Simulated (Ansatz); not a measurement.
# CH7BNSi: the cost of one run

All numbers below are computed with Ansatz 0.2.0 (RKS PBE/cc-pVDZ).

### Step 1. The starting structure

Bond lengths: Si1–N2 1.873 Å, N2–B3 1.465 Å, N2–C4 1.492 Å, B3–C4 1.502 Å, Si1–H5 1.460 Å, Si1–H6 1.456 Å, Si1–H7 1.457 Å, N2–H8 1.017 Å, B3–H9 1.149 Å, C4–H10 1.084 Å, C4–H11 1.083 Å. Angles (14 of 21 angles, heavy atoms first): Si1–N2–B3 126.4°, Si1–N2–C4 119.4°, B3–N2–C4 61.1°, N2–B3–C4 60.4°, N2–C4–B3 58.6°, Si1–N2–H8 110.3°, B3–N2–H8 116.2°, C4–N2–H8 115.1°, N2–Si1–H5 99.9°, N2–Si1–H6 101.3°, N2–Si1–H7 102.2°, N2–B3–H9 139.9°, C4–B3–H9 159.8°, N2–C4–H10 116.5°.

Coordinates:

```xyz
11

Si   -0.8700    1.3533    0.0287
N     0.5152    0.0978    0.1456
B     0.4736   -1.1799    0.8615
C     0.4258   -1.1676   -0.6400
H    -0.6710    1.8194   -1.3404
H    -0.5165    2.2676    1.1055
H    -2.0522    0.5277    0.2402
H     1.4179    0.5644    0.1118
H     0.4935   -1.5858    1.9362
H     1.2820   -1.4164   -1.2558
H    -0.4985   -1.2805   -1.1933
```

### Step 2. Relaxing end A

Contents of input.yaml:

```yaml
crystal:
  periodic: [false, false, false]
  atoms:
    - { symbol: Si, position_ang: [-0.86998, 1.3533, 0.02872] }
    - { symbol: "N", position_ang: [0.51525, 0.09784, 0.14563] }
    - { symbol: B, position_ang: [0.47358, -1.17992, 0.86154] }
    - { symbol: C, position_ang: [0.42583, -1.16761, -0.64001] }
    - { symbol: H, position_ang: [-0.67103, 1.81943, -1.34042] }
    - { symbol: H, position_ang: [-0.51653, 2.26756, 1.10551] }
    - { symbol: H, position_ang: [-2.05215, 0.52768, 0.24022] }
    - { symbol: H, position_ang: [1.41792, 0.56437, 0.11182] }
    - { symbol: H, position_ang: [0.49354, -1.58583, 1.93617] }
    - { symbol: H, position_ang: [1.28203, -1.41637, -1.25582] }
    - { symbol: H, position_ang: [-0.49847, -1.28047, -1.19335] }
total_charge: 1
basis:
  gaussian: { orbitals: cc-pVDZ }
hamiltonian:
  xc: pbe
relax:
  f_tol: 0.015
  max_steps: 40
output:
  orbitals: {}
```

Command:

```
$ ansatz run input.yaml --threads 2 --pin off --max-ram 3072MiB --backend cpu --events-out ev --progress --plain --runs-dir out
```

Q: Estimate wall time and peak memory on 2 threads of Intel Xeon Platinum 8488C (Sapphire Rapids), shared host.

About 13 s, with a peak of 0.17 GiB.
